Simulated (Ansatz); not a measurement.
Run this with Ansatz's Python interface and show what comes out.

The script, `dfpt.py`:
```python
"""DFPT phonons of SnSe2."""

from dataclasses import dataclass
from pathlib import Path

import ansatz as az
import numpy as np
from pymatgen.core import Lattice, Structure
from pymatgen.io.ase import AseAtomsAdaptor


@dataclass
class Options:
    occupations: str = "Marzari-Vanderbilt"
    xc: str = "pbe"
    kgrid: tuple[int, ...] = (6, 6, 4)


opts = Options()


def main() -> None:
    pmg_structure = Structure(
        Lattice([[3.811, 0.0, 0.0], [-1.9055, 3.30042281, 0.0], [0.0, 0.0, 6.136]]),
        ["Sn", "Se", "Se"],
        [
            [0.0, 0.0, 0.0],
            [1 / 3, 2 / 3, 0.249],
            [2 / 3, 1 / 3, 0.751],
        ],
    )
    xtal = az.Crystal.from_ase(AseAtomsAdaptor.get_atoms(pmg_structure))

    base = (
        xtal.calculation()
        .occupations(opts.occupations)
        .basis(41 * az.Ry)
        .functional(opts.xc)
        .pseudopotentials("paw")
        .kpoints(*opts.kgrid)
        .phonons("dfpt", points=[(0, 0, 0), (0.5, 0, 0)])
    )
    out = base.run(threads=1, pin="off", runs_dir="runs")
    ph = out.phonons

    for q in ph.qpoints:
        print("q =", np.round(q.q_frac, 3), "1/cm:", " ".join(f"{w:.1f}" for w in q.omega_inv_cm))


if __name__ == "__main__":
    main()
```

```console
$ python dfpt.py
RunWarning: eigensolver did not converge (k=1): 1 band(s) unlocked after 20 sweeps at ethr=1.00e-12 eV (lowest unlocked band 27, counted from 0; max residual 6.26e-5 eV among the unlocked bands, [...]
q = [0. 0. 0.] 1/cm: -0.0 0.0 0.0 131.0 131.0 164.2 164.2 193.7 256.2
q = [0.5 0.  0. ] 1/cm: 49.5 70.6 110.6 124.5 155.8 178.5 183.4 193.0 235.5
```
(Warnings from the package without file and line, shortened.)

What to keep in mind:
- The cell isn't relaxed first, so the values belong to this volume.
- No non-analytic term is added, so at the zone centre the longitudinal optical modes of a polar crystal aren't split off.
- The structure is a deposited one; some such entries were measured under pressure or heat, so a shift against it needn't be the functional's error alone.
- The structure is taken as given; imaginary modes can come from an unrelaxed or unstable start.
- The whole script took 2.2 min on 1 thread of Arm Neoverse V2, with other jobs on the host, peak memory 1 GiB.
